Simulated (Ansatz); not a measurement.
# F2GeH5NSi: one species, many methods

Aim: compute F2GeH5NSi with functionals from several rungs and with coupled cluster, and see how far each lands from CCSD(T) at the basis-set limit for the atomisation energy.

Method: functionals in def2-TZVPP, the program's frozen cores in correlated methods; program: Ansatz 0.2.0, Gaussian basis.

The runs, in order: PBE-D4, r2SCAN-D4, PBE0-D4, B3LYP-D4, ωB97X-V, ωB97M-V, B2PLYP; CCSD(T)/def2-TZVPP; MP2/def2-QZVPP; extrapolation to the limit.

**1. The geometry**

All runs share one geometry, relaxed beforehand with PBE0-D4 in a triple-zeta def2 set.

SMILES `F[SiH](F)[NH][GeH3]`, 10 atoms, charge 0, spin multiplicity 1.

Atoms are counted from 1 here; the program's logs count them from 0.

Bond lengths: F1–Si2 1.590 Å, Si2–F3 1.589 Å, Si2–N4 1.684 Å, Si2–H6 1.472 Å, N4–Ge5 1.852 Å, N4–H7 1.009 Å, Ge5–H8 1.537 Å, Ge5–H9 1.537 Å, Ge5–H10 1.531 Å. Angles: F1–Si2–F3 103.9°, F1–Si2–N4 113.0°, F1–Si2–H6 108.0°, F3–Si2–N4 109.7°, F3–Si2–H6 110.3°, N4–Si2–H6 111.6°, Si2–N4–Ge5 128.2°, Si2–N4–H7 116.4°, Ge5–N4–H7 115.2°, N4–Ge5–H8 109.3°, N4–Ge5–H9 109.0°, N4–Ge5–H10 106.3°, H8–Ge5–H9 109.7°, H8–Ge5–H10 111.2°, H9–Ge5–H10 111.3°.

**2. PBE-D4 (GGA)**

Input file in.yaml:

```yaml
crystal:
  periodic: [false, false, false]
  atoms:
    - {symbol: F, position_ang: [-1.023272, 0.671775, 2.154345]}
    - {symbol: Si, position_ang: [-0.701820, 1.227477, 0.699301]}
    - {symbol: F, position_ang: [0.673827, 2.001582, 0.880526]}
    - {symbol: N, position_ang: [-0.520213, 0.006788, -0.446421]}
    - {symbol: Ge, position_ang: [0.846759, -1.233786, -0.589706]}
    - {symbol: H, position_ang: [-1.770795, 2.167340, 0.324729]}
    - {symbol: H, position_ang: [-1.285162, -0.120351, -1.091860]}
    - {symbol: H, position_ang: [1.553279, -1.055496, -1.943098]}
    - {symbol: H, position_ang: [0.251621, -2.648236, -0.499638]}
    - {symbol: H, position_ang: [1.801077, -0.956492, 0.575021]}
basis:
  gaussian: {orbitals: def2-TZVPP}
hamiltonian: {xc: pbe, dispersion: d4}
output: {forces: true, orbitals: {seedname: orbitals}}
```

After this run come: r2SCAN-D4 (meta-GGA); PBE0-D4 (hybrid); B3LYP-D4 (hybrid); ωB97X-V (range-separated); ωB97M-V (range-separated); B2PLYP (double hybrid); CCSD(T) in def2-TZVPP; MP2 in def2-QZVPP.

**Question.** What will the summary of the whole plan be? Wanted: atomisation energy, CCSD(T)/CBS; farthest; mean size of error, hybrid; mean size of error, range-separated; gap, smallest and largest; T1 diagnostic; triples share of the correlation energy.

As calculated:

| quantity | value |
| --- | --- |
| atomisation energy, CCSD(T)/CBS | 3499.6 kJ/mol |
| functionals within 35.0 kJ/mol (1.0 %) | PBE-D4, r2SCAN-D4, ωB97X-V, ωB97M-V |
| farthest | PBE0-D4 (-81.7 kJ/mol) |
| mean size of error, hybrid | 62.8 kJ/mol |
| mean size of error, range-separated | 14.2 kJ/mol |
| gap, smallest and largest | 5.94 eV (PBE-D4), 12.61 eV (ωB97X-V) |
| T1 diagnostic | 0.0115 |
| triples share of the correlation energy | 3.1 % |

What this shows: PBE-D4 is off by -24.4 kJ/mol. Double hybrids carry the basis error of their MP2 part in triple zeta, and no dispersion term here, so their miss is partly the set-up's. Misses under about 35.0 kJ/mol are within the doubt on the reference itself, which lacks core-valence correlation, relativity and higher excitations, and its outer-core shells are covered unevenly. Hartree-Fock recovers 72 % of the binding; the rest is correlation. The gap grows from 5.9 to 12.6 eV across the functionals, mostly with the share of exact exchange. Correlated methods include outer-core shells of Ge, which these sets cover unevenly.
